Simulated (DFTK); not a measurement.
A run of DFTK 0.8.2 is set up as follows.

The input run.jl:

```julia
using DFTK
using PseudoPotentialData
using Unitful, UnitfulAtomic
using LinearAlgebra, Printf
include("save.jl")
disable_threading()

# lattice vectors are the columns
lattice = austrip(1u"Å") * [    4.00294434            0.0            0.0;
                      0.0     4.00294434            0.0;
                      0.0            0.0     4.00294434]
symbols   = [:Bi, :S]
positions = [[0.5, 0.5, 0.5],
             [0.0, 0.0, 0.0]]
pseudopotentials = PseudoFamily("dojo.nc.sr.pbe.v0_4_1.standard.upf")
elements = Dict(s => ElementPsp(s, pseudopotentials) for s in unique(symbols))
atoms    = [elements[s] for s in symbols]

build_model(lattice, positions; symmetries=true) =
    model_DFT(lattice, atoms, positions;
              functionals=PBE(),
              temperature=austrip(0.05u"eV"),
              smearing=Smearing.FermiDirac(),
              symmetries)
Ecut  = 37.0  # hartree
kgrid = [7, 7, 7]
tol   = 1e-6
to_GPa = ustrip(uconvert(u"GPa", 1u"hartree/bohr^3"))

results["points"] = []
for scale in [0.94, 0.96, 0.98, 1.0, 1.02, 1.04, 1.06]
    println("\n=== scale = ", scale)
    model = build_model(cbrt(scale) * lattice, positions)
    basis = PlaneWaveBasis(model; Ecut, kgrid)
    t0 = time()
    scfres = self_consistent_field(basis;
                                   tol,
                                   nbandsalg=AdaptiveBands(model; n_bands_converge=15))
    seconds = time() - t0
    @printf "SCF: %d iterations, %.1f s\n" scfres.n_iter seconds
    forces = compute_forces_cart(scfres)
    stress = compute_stresses_cart(scfres)
    @printf "V = %.5f Å^3  F = %.8f Ha  max force = %.5f eV/Å  p = %.4f GPa\n" ustrip(auconvert(u"Å^3", model.unit_cell_volume)) scfres.energies.total ustrip(auconvert(u"eV/Å", maximum(norm, forces))) (-tr(stress) / 3 * to_GPa)
    push!(results["points"], save_scf!(scfres; forces, stress, d=Dict{String,Any}("seconds" => seconds, "n_matvec" => get(scfres, :n_matvec, 0))))
end

# third-order Birch-Murnaghan fit in x = V^(-2/3)
V = [0.94, 0.96, 0.98, 1.0, 1.02, 1.04, 1.06] * abs(det(lattice))
E = [p["total"] for p in results["points"]]
x = V .^ (-2 / 3)
c = [x .^ 0 x x .^ 2 x .^ 3] \ E
Δ = c[3]^2 - 3c[2] * c[4]
if Δ > 0
    x0 = (-c[3] + sqrt(Δ)) / 3c[4]
    B0 = 4 / 9 * x0^(7 / 2) * (2c[3] + 6c[4] * x0)
    @printf "V0 = %.4f Å^3  B0 = %.2f GPa\n" ustrip(auconvert(u"Å^3", x0^(-3 / 2))) B0 * to_GPa
end
```

Potentials or basis: dojo.nc.sr.pbe.v0_4_1.standard.upf (PBE).

The run is started by

```bash
$ julia --threads=1 run.jl  # save.jl only writes the numbers to a file and isn't shown; printed stress counts tension as positive; times include loading and compiling
```

**Question.** Estimate the equilibrium volume.

**Answer.** Outside the volumes run.

Energy against volume, from the lowest point:
```tsv
volume (Å³/atom)	energy (meV/atom)
30.146	0.00
30.788	41.43
31.429	83.91
32.071	127.21
32.712	171.15
33.354	215.57
33.995	260.33
```
